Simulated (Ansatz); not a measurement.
# BrCl3GeH2: the cost of one run

Program: Ansatz 0.2.0. Level of theory: RKS B3LYP/def2-SVP. These are calculated values, not measurements.

### 1 The starting structure

Bond lengths: Ge1–Cl3 2.220 Å, Ge1–Cl4 2.218 Å, Ge1–Cl5 2.218 Å, Ge1–Br6 2.700 Å. Angles: Cl3–Ge1–Cl4 109.5°, Cl3–Ge1–Cl5 109.5°, Cl3–Ge1–Br6 178.9°, Cl4–Ge1–Cl5 109.5°, Cl4–Ge1–Br6 70.0°, Cl5–Ge1–Br6 70.0°.

Coordinates:

```xyz
7

Ge    0.0000    0.0000    0.0000
H     0.0000    0.0000    1.9000
Cl    2.0935    0.0000   -0.7393
Cl   -1.0456    1.8115   -0.7393
Cl   -1.0456   -1.8115   -0.7393
Br   -2.5623    0.0000    0.8514
H    -0.9607    0.0000    1.9922
```

### 2 Pulling towards end A

Springs on the bonds that form and break draw the guess towards this end; the thresholds are loose.

The input, input.yaml:

```yaml
crystal:
  periodic: [false, false, false]
  atoms:
    - { symbol: Ge, position_ang: [0.0, 0.0, 0.0] }
    - { symbol: H, position_ang: [0.0, 0.0, 1.9] }
    - { symbol: Cl, position_ang: [2.0935, 0.0, -0.7393] }
    - { symbol: Cl, position_ang: [-1.0456, 1.8115, -0.7393] }
    - { symbol: Cl, position_ang: [-1.0456, -1.8115, -0.7393] }
    - { symbol: Br, position_ang: [-2.5623, 0.0, 0.8514] }
    - { symbol: H, position_ang: [-0.9607, 0.0, 1.9922] }
basis:
  gaussian: { orbitals: def2-SVP }
hamiltonian:
  xc: b3lyp
relax:
  f_tol: 0.15
  max_steps: 25
  restrain:
    - { distance: [0, 5], at: 3.6, k: 30.0 }
    - { distance: [6, 1], at: 1.86, k: 30.0 }
    - { distance: [0, 1], at: 1.55, k: 30.0 }
    - { distance: [6, 5], at: 1.55, k: 30.0 }
output:
  orbitals: {}
```

Started as:

```sh
> ansatz run input.yaml --threads 4 --pin off --max-ram 5120MiB --backend cpu --events-out ev --progress --plain --runs-dir out
```

**Question.** How long does this run take on 4 threads of Arm Neoverse V1, shared host, and how much memory does it need?

About 26 s, with a peak of 0.41 GiB.
